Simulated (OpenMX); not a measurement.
Runs of OpenMX 3.8.5 on TiSn. The structure is cubic, space group Fm-3m (No. 225). Conventional cell: a = 5.601 Å, b = 5.601 Å, c = 5.601 Å, α = 90.00°, β = 90.00°, γ = 90.00°. Ti (site symmetry m-3m) has 6 Sn at 2.80 Å as nearest neighbours. Around Sn (site symmetry m-3m) lie 6 Ti at 2.80 Å. The cell was built by a generator and needn't be a form met in nature.

| level | gap on the mesh (eV) | pressure (GPa) |
| --- | --- | --- |
| PBE+D4 | none | -1.4 |
| PBE+D3 | none | -1.3 |
| PBE | none | 0.9 |
| PBE+D3(BJ) | none | (a) |

Alike in all rows: task single point; potentials or basis OpenMX 2013 PBE set, Ti7.0-s3p2d2, Sn7.0-s3p2d2, grid cutoff 500 Ry; no spin polarisation; cell as given; k mesh 7 × 7 × 7; smearing fermi-dirac 0.05 eV.

**Question.** Fill in the values left out.

**Answer.** (a) -2.5.

Caveats: the basis of atomic orbitals isn't converged, which shifts pressures, moduli and gaps; pairwise dispersion overbinds metals, which lowers pressure and volume (some runs).

A k mesh can miss the band edges, and the runs leave out spin-orbit coupling on Sn.

A gap of «none» marks a metal or a gap under the smearing width.
